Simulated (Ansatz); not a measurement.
# CdH2: how the settings move a single-point run

Aim: see which settings change the result for CdH2, by how much, and at what cost. The cell is built on a prototype (fluorite) and needn't be the phase found in nature.

Program: Ansatz 0.2.0. Level of theory: reference: DFT, PBEsol, plane waves, PAW. These are calculated values, not measurements.

2 further runs of the same task are left out: 2 that didn't finish. Runs told in other sessions of the task aren't counted.

### Step 1. The structure to begin with

Symmetry: Fm-3m, No. 225, cubic system. Conventional cell: a = 5.054 Å, b = 5.054 Å, c = 5.054 Å, α = 90.00°, β = 90.00°, γ = 90.00°. Around Cd (site symmetry m-3m) lie 8 H at 2.19 Å. H (site symmetry -43m) has 4 Cd at 2.19 Å in its first shell of neighbours.

Coordinates:

```
CELL_PARAMETERS angstrom
0.00000 2.52717 2.52717
2.52717 0.00000 2.52717
2.52717 2.52717 0.00000
ATOMIC_POSITIONS crystal
Cd 0.00000 0.00000 0.00000
H 0.25000 0.25000 0.25000
H 0.75000 0.75000 0.75000
```

### Step 2. Baseline

Contents of input.yaml:

```yaml
crystal:
  lattice:
    - [0.0, 2.5271675656, 2.5271675656]
    - [2.5271675656, 0.0, 2.5271675656]
    - [2.5271675656, 2.5271675656, 0.0]
  atoms:
    - { symbol: Cd, position: [0.0, 0.0, 0.0] }
    - { symbol: H, position: [0.25, 0.25, 0.25] }
    - { symbol: H, position: [0.75, 0.75, 0.75] }
kpoints:
  mp_grid: { grid: [6, 6, 6] }
hamiltonian:
  xc: pbesol
scf:
  occupations: { method: fermi_dirac, width: 0.02 }
  n_extra_bands: 4
output:
  forces: true
  stress: true
  eigenvalues: true
```

Run with:

```bash
$ ansatz run input.yaml --threads 4 --pin off --max-ram 3686MiB --backend cpu --events-out ev --progress --plain --runs-dir out
```

### Step 3. Variant: mp_grid.grid [5, 5, 5]

input.yaml: that of step 2 with these lines changed.

```diff
@@ -10,3 +10,3 @@
 kpoints:
-  mp_grid: { grid: [6, 6, 6] }
+  mp_grid: { grid: [5, 5, 5] }
 hamiltonian:
```

### Step 4. Variant: xc_grid 1

input.yaml: that of step 2 with these lines changed.

```diff
@@ -20 +20,3 @@
   eigenvalues: true
+basis:
+  xc_grid: 1
```

### Step 5. Changing settings: eigensolver.kind dense

input.yaml: that of step 2 with these lines changed.

```diff
@@ -16,2 +16,3 @@
   n_extra_bands: 4
+  eigensolver: { kind: dense }
 output:
```

### Step 6. Changed: occupations.method gaussian, occupations.width 0.5

input.yaml: that of step 2 with these lines changed.

```diff
@@ -14,3 +14,3 @@
 scf:
-  occupations: { method: fermi_dirac, width: 0.02 }
+  occupations: { method: gaussian, width: 0.5 }
   n_extra_bands: 4
```

### Step 7. Variant: dr2_threshold 1.0e-12

input.yaml: that of step 2 with these lines changed.

```diff
@@ -16,2 +16,4 @@
   n_extra_bands: 4
+  convergence: { dr2_threshold: 1.0e-12 }
+  max_iter: 68
 output:
```

### Step 8. A run with other settings

input.yaml: that of step 2 with these lines changed.

```diff
@@ -16,2 +16,4 @@
   n_extra_bands: 4
+  convergence: { dr2_threshold: 0.0001 }
+  max_iter: 80
 output:
```

(Steps that only read results are left out.)

Q: Predict the outcome of this session. Wanted: for each run, ending; energy change; pressure; gap; force.

**Answer**, as computed:

```csv
run,ending,energy change,pressure (GPa),gap (eV),force (eV/Å),cycles,time
reference,converged,0,-1.9,0.00,0.00,7,0.57 s
"1: mp_grid.grid [5, 5, 5]",converged,-0.5 meV/atom,-2.2,0.00,0.00,6,0.51 s
2: xc_grid 1,converged,0.0 meV/atom,-1.9,0.00,0.00,7,0.56 s
3: eigensolver.kind dense,converged,0.0 meV/atom,-1.9,0.00,0.00,7,13 s
"4: occupations.method gaussian, occupations.width 0.5",converged,-1.9 meV/atom (σ→0),-1.6,0.00,0.00,6,0.55 s
5: dr2_threshold 1.0e-12,converged,0.0 meV/atom,-1.9,0.00,0.00,9,0.62 s
6: dr2_threshold 0.0001,converged,0.0 meV/atom,-1.9,0.00,0.00,6,0.6 s
```

Residual by cycle in the longest SCF loop of each run; runs are numbered as in the table. The quantity is the density residual dr2, in eV.

```csv
cycle,reference,run 1,run 2,run 3,run 4,run 5,run 6
1,0.0235,0.0226,0.0235,0.0235,0.0291,0.0235,0.0235
2,0.02,0.00226,0.02,0.0197,0.00185,0.02,0.02
3,0.00358,3.2e-4,0.00358,0.00353,1.8e-4,0.00358,0.00358
4,3.0e-4,6.5e-6,3.0e-4,3.1e-4,6.9e-6,3.0e-4,3.0e-4
5,1.2e-5,5.2e-8,1.2e-5,1.1e-5,6.7e-8,1.2e-5,1.2e-5
6,2.0e-7,4.2e-10,2.0e-7,1.8e-7,1.9e-9,2.0e-7,1.9e-7
7,3.2e-9,-,3.2e-9,2.5e-9,-,3.2e-9,-
8,-,-,-,-,-,6.3e-12,-
9,-,-,-,-,-,4.1e-13,-
```

**Reading.** Of the variants the dearest is «eigensolver.kind dense» (13 s), the cheapest «mp_grid.grid [5, 5, 5]» (0.51 s), on a shared host.
